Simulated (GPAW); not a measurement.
**FeO: single point with r2SCAN+U**

FeO:

```xyz
2
Lattice="0.0000 2.1554 2.1554 2.1554 0.0000 2.1554 2.1554 2.1554 0.0000" Properties=species:S:1:pos:R:3 pbc="T T T"
Fe    0.0000    0.0000    0.0000
O     2.1554    2.1554    2.1554
```

```
Program             : GPAW 26.7.0
Task                : single point
Functional          : r2SCAN
Potentials or basis : GPAW PAW data sets (gpaw-data 1.2.1)
Cutoff              : 800 eV
Basis               : pw
k mesh              : 8 × 8 × 8
Occupations         : gaussian, width 0.05 eV
Spin                : collinear spin, zero start
Starting moments    : [0.0, 0.0] μB
Hubbard terms       : Fe d U = 2 eV
```

```
Pressure               : -24.0 GPa
Band gap on the k mesh : 2.08 eV, indirect (least direct gap 2.57 eV)
Net moment             : 0.00 μB per cell
```

Levels at points of the mesh, in eV from the valence-band top:
Spin up:
| k point | band 3 | band 4 | band 5 | band 6 | band 7 | band 8 | band 9 | band 10 | band 11 | band 12 |
| --- | --- | --- | --- | --- | --- | --- | --- | --- | --- | --- |
| (0.00, 0.00, 0.00) | -2.34 | -2.34 | -1.34 | -1.34 | -1.34 | 2.08 | 2.08 | 2.71 | 18.11 | 19.84 |
| (0.50, 0.50, 0.00) | -3.47 | -3.47 | -2.33 | -0.17 | -0.17 | 2.62 | 3.00 | 8.42 | 11.49 | 13.56 |
| (0.50, 0.50, 0.50) | -4.14 | -4.14 | -0.33 | -0.33 | 0.00 | 4.53 | 4.53 | 6.73 | 11.37 | 15.58 |
Spin down:
| k point | band 5 | band 6 | band 7 | band 8 | band 9 | band 10 |
| --- | --- | --- | --- | --- | --- | --- |
| (0.00, 0.00, 0.00) | -1.34 | -1.34 | -1.34 | 2.08 | 2.08 | 2.71 |
| (0.50, 0.50, 0.00) | -2.33 | -0.17 | -0.17 | 2.62 | 3.00 | 8.42 |
| (0.50, 0.50, 0.50) | -0.33 | -0.33 | 0.00 | 4.53 | 4.53 | 6.73 |

Wall time 29 s on 1 thread of Intel(R) Xeon(R) 6975P-C (Granite Rapids), with other jobs on the host, peak memory 0.25 GiB.

Caveat: the run has no moments, though such compounds are often magnetic; a magnetic state may lie lower; the PAW data sets were made with another functional, which shifts forces and pressure a little. A k mesh can miss the band edges.
